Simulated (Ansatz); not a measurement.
Crystal: La2Fe2S2O3.

```
La Fe S O
1.0
    -2.02388    2.02388    9.09222
     2.02388   -2.02388    9.09222
     2.02388    2.02388   -9.09222
La Fe S O
2 2 2 3
Direct
  0.81820 0.81820 0.00000
  0.18180 0.18180 0.00000
  0.00000 0.50000 0.50000
  0.50000 0.00000 0.50000
  0.59508 0.59508 0.00000
  0.40492 0.40492 0.00000
  0.00000 0.00000 0.00000
  0.25000 0.75000 0.50000
  0.75000 0.25000 0.50000
```

The cell is a database's computed one.

- Program: Ansatz 0.2.0
- Task: single point
- Functional: PBEsol
- Potentials or basis: Ansatz PAW
- Cutoff: 420 eV (not typed: the program's choice for these potentials)
- k mesh: 9 × 9 × 9
- Occupations: fermi-dirac, width 0.05 eV
- Spin: collinear spin, ferromagnetic start
- Starting moments: [0.0, 0.0, 3.0, 3.0, 0.0, 0.0, 0.0, 0.0, 0.0] μB

On this cell: pressure -6.1 GPa; largest force 0.534 eV/Å; net moment 7.98 μB per cell; site moments La +0.01; Fe +3.20; S +0.21; O +0.29, +0.01 μB; band gap on the k mesh none (metal or under the smearing width).

The same run follows on a disturbed copy (atoms moved at random, drawn with an rms of 0.05 Å):

```
CELL_PARAMETERS angstrom
-2.02388 2.02388 9.09222
2.02388 -2.02388 9.09222
2.02388 2.02388 -9.09222
ATOMIC_POSITIONS crystal
La 0.80940 0.80278 0.97594
La 0.17930 0.18241 0.99945
Fe 0.00914 0.48912 0.49239
Fe 0.50549 0.99481 0.49968
S 0.59837 0.60124 0.00676
S 0.39917 0.40849 0.99566
O 0.00336 0.99922 0.00534
O 0.24377 0.75048 0.49539
O 0.75358 0.24785 0.50088
```

Question: What does the disturbed cell give?

Answer: The energy (extrapolated to zero smearing) moves by +4.9 meV/atom; pressure -6.1 GPa; largest force 0.614 eV/Å; net moment 7.98 μB per cell; site moments La +0.01; Fe +3.16, +3.20; S +0.21; O +0.29, +0.01 μB; band gap on the k mesh none (metal or under the smearing width).

Forces in eV/Å, atoms in the order of the input:
```
La   0.334  0.148 -0.157
La  -0.092 -0.001  0.401
Fe   0.462  0.038 -0.152
Fe  -0.048 -0.034 -0.051
S   -0.040 -0.006 -0.613
S   -0.044  0.067  0.507
O   -0.379 -0.081  0.122
O   -0.146  0.116  0.015
O   -0.046 -0.247 -0.072
```

Stress tensor (GPa, compression positive):
```
-6.43  0.01  0.54
 0.01 -6.69  0.19
 0.54  0.19 -5.30
```

Caveats: semilocal functionals often make such compounds metallic where correlation or magnetic order opens a gap, which also shifts bond lengths; only a ferromagnetic start was run, and an antiferromagnetic order may lie lower in energy; the PAW data sets come from PBE, with cores solved anew for the run's functional, which leaves a small shift of forces and pressure.
